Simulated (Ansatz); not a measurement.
# C4H10BN: basis-set convergence

How large a basis does C4H10BN need? Two functionals are run in growing sets.

Method: one geometry, several basis sets; program: Ansatz 0.2.0, Gaussian basis.

The runs, in order: PBE0-D4/def2-SVP; ωB97M-V/def2-SVP; PBE0-D4/def2-QZVPP; ωB97M-V/def2-QZVPP; the functionals' def2-TZVPP values are taken from earlier runs.

### Step 1. Structure used throughout

All runs share one geometry, relaxed beforehand with PBE0-D4 in a triple-zeta def2 set.

SMILES `BN(C=C)CC`, 16 atoms, charge 0, spin multiplicity 1.

Atoms are counted from 1 here; the program's logs count them from 0.

Bond lengths: B1–N2 1.399 Å, B1–H7 1.195 Å, B1–H8 1.195 Å, N2–C3 1.396 Å, N2–C5 1.458 Å, C3–C4 1.330 Å, C3–H9 1.084 Å, C4–H10 1.081 Å, C4–H11 1.082 Å, C5–C6 1.518 Å, C5–H12 1.090 Å, C5–H13 1.094 Å, C6–H14 1.092 Å, C6–H15 1.091 Å, C6–H16 1.092 Å. Angles: N2–B1–H7 118.8°, N2–B1–H8 118.8°, H7–B1–H8 122.4°, B1–N2–C3 120.8°, B1–N2–C5 121.5°, C3–N2–C5 117.7°, N2–C3–C4 127.4°, N2–C3–H9 112.5°, C4–C3–H9 120.1°, C3–C4–H10 119.1°, C3–C4–H11 123.7°, H10–C4–H11 117.2°, N2–C5–C6 112.9°, N2–C5–H12 107.2°, N2–C5–H13 108.7°, C6–C5–H12 109.9°, C6–C5–H13 110.8°, H12–C5–H13 107.1° and more.

### Step 2. PBE0-D4 in def2-SVP

in.yaml

```yaml
crystal:
  periodic: [false, false, false]
  atoms:
    - {symbol: B, position_ang: [-0.063369, 0.287608, -2.078928]}
    - {symbol: N, position_ang: [0.036698, -0.167416, -0.759986]}
    - {symbol: C, position_ang: [-0.754089, -1.224652, -0.306196]}
    - {symbol: C, position_ang: [-0.751502, -1.774191, 0.905425]}
    - {symbol: C, position_ang: [0.952871, 0.450977, 0.191182]}
    - {symbol: C, position_ang: [0.263647, 1.427561, 1.127432]}
    - {symbol: H, position_ang: [-0.849181, -0.236929, -2.811310]}
    - {symbol: H, position_ang: [0.641174, 1.185884, -2.433760]}
    - {symbol: H, position_ang: [-1.419135, -1.604249, -1.073929]}
    - {symbol: H, position_ang: [-1.413008, -2.605134, 1.107878]}
    - {symbol: H, position_ang: [-0.118488, -1.437151, 1.715446]}
    - {symbol: H, position_ang: [1.717519, 0.969566, -0.387406]}
    - {symbol: H, position_ang: [1.457641, -0.338000, 0.756875]}
    - {symbol: H, position_ang: [0.980080, 1.832169, 1.846014]}
    - {symbol: H, position_ang: [-0.544570, 0.950524, 1.683217]}
    - {symbol: H, position_ang: [-0.159286, 2.260834, 0.562346]}
basis:
  gaussian: {orbitals: def2-SVP}
hamiltonian: {xc: pbe0, dispersion: d4}
output: {orbitals: {seedname: orbitals}}
```

Launch:

```sh
$ ansatz run in.yaml --threads 4 --pin off --events-out ev --progress --plain --max-ram 11315MiB
```

After this run come: ωB97M-V in def2-SVP; PBE0-D4 in def2-QZVPP; ωB97M-V in def2-QZVPP.

**Question.** What will the summary of the whole plan be? Wanted: PBE0-D4: double and triple zeta above quadruple; ωB97M-V: double and triple zeta above quadruple.

**Answer**, as computed:

| quantity | value |
| --- | --- |
| PBE0-D4: double and triple zeta above quadruple | 7.39, 0.37 eV |
| ωB97M-V: double and triple zeta above quadruple | 7.80, 0.36 eV |

In words: For PBE0-D4 the step from double to triple zeta gains 7.02 eV and the next only 0.37 eV. These are total energies; as a rule much of such shifts cancels in differences, which this series doesn't test. The LUMO of ωB97M-V is positive and keeps falling with the basis (1.67 to 1.10 eV): an unbound level that the basis holds in place.
